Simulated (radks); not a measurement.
**Exchange and kinetic functionals tested on atomic densities: Au, As, Sn⁴⁺, Si²⁺, Mn, O⁴⁺**

One table from this session's results is given with a row withheld; the runs are named, their logs left out.

Program: radks (a radial shooting solver on a logarithmic mesh, Libxc functionals) version 1. Level of theory: non-relativistic Kohn-Sham, LDA (Slater exchange, Perdew-Wang correlation), spin-polarised, spherical densities, point nucleus; open shells are filled with parallel spins first. These are calculated values, not measurements, unless marked.

## The system

* species: Au ([Xe] 4f14 5d10 6s1), As ([Ar] 3d10 4s2 4p3), Sn⁴⁺ ([Kr] 4d10), Si²⁺ ([Ne] 3s2), Mn ([Ar] 3d5 4s2), O⁴⁺ ([He] 2s2)

The first run:

Settings of this run:

```text
Z 79
configuration [Xe] 4f14 5d10 6s1
relativity non-relativistic
functional lda,pw
spin polarised
nucleus point
```

Started as:

```
> python run_ks.py task.json out
```

All runs below come from this command, one after another.

Among the steps run: Au, [Xe] 4f14 5d10 6s1.

One of the session's tables, all rows but one given; the rest of the session is left out.

It belongs to the step «Au, [Xe] 4f14 5d10 6s1». Radial moments (bohr):

| level | <r> | outermost maximum (interpolated) | 90 % within | nodes |
| --- | --- | --- | --- | --- |
| 5s up | ? | ? | ? | ? |
| 5s down | 1.026 | 0.934 | 1.47 | 4 |
| 5p up | 1.119 | 0.991 | 1.63 | 3 |
| 5p down | 1.118 | 0.991 | 1.63 | 3 |
| 5d up | 1.589 | 1.20 | 2.52 | 2 |
| 5d down | 1.572 | 1.20 | 2.48 | 2 |
| 6s up | 3.296 | 2.68 | 4.97 | 5 |
| 6s down | 3.331 | 2.66 | 5.07 | 5 |

**Question.** Estimate the row for 5s up.

The run gave: <r>: 1.027; outermost maximum (interpolated): 0.934; 90 % within: 1.47; nodes: 4. In the column «<r>» it lies between 5s down (1.026) and 5p down (1.118).
